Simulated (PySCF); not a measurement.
# BrH7Si4: the cost of one run

The runs use PySCF 2.14.0, with density-fitted response routines of our own; the level of theory stands in each step. All values are computed, except where a source is named. Atoms are numbered from 0 throughout.

**1. The molecule as given**

12 atoms, charge 0, multiplicity 1; geometry from: GFN2-xTB. The atoms were then displaced at random by about 0.01 Å, so the start is not that level's minimum.

Bonds of the start (Å): Br0–Si1 2.29, Si1–Si2 2.38, Si2–Si3 2.34, Si3–Si4 2.33, Si4–Si1 2.37, Si1–H5 1.47, Si2–H6 1.46, Si2–H7 1.47, Si3–H8 1.45, Si3–H9 1.50, Si4–H10 1.48, Si4–H11 1.46.

**2. Optimising the geometry at PBE0-D3(BJ)/def2-SVP**

Job settings and geometry (Å):

```
{"job": {"xc": "PBE0", "basis": "def2-SVP", "d3": "d3bj", "grid": 1, "shake": 0.01, "kind": "geom"}, "charge": 0, "multiplicity": 1}
Br     2.969730     1.433520    -0.419270
Si     1.242960     0.579460     0.812010
Si    -0.852780     1.466110     0.106820
Si    -1.326900    -0.636660    -0.812700
Si     0.648040    -1.568450     0.003380
H      1.818930     0.824850     2.139430
H     -1.648880     1.887130     1.255210
H     -0.777050     2.650150    -0.762310
H     -1.529180    -0.668970    -2.246340
H     -2.591600    -1.258410    -0.285430
H      0.501970    -2.536090     1.115750
H      1.584450    -2.200910    -0.915580
```

Run with:

```
> OMP_NUM_THREADS=1 python probes_run.py task.json out
```

One launch serves the whole session: the jobs run in the order shown.

Q: Estimate the wall time and peak memory of this first job on 1 thread of Arm Neoverse N1, shared host.

About 4.2 min, with a peak of 0.55 GiB.
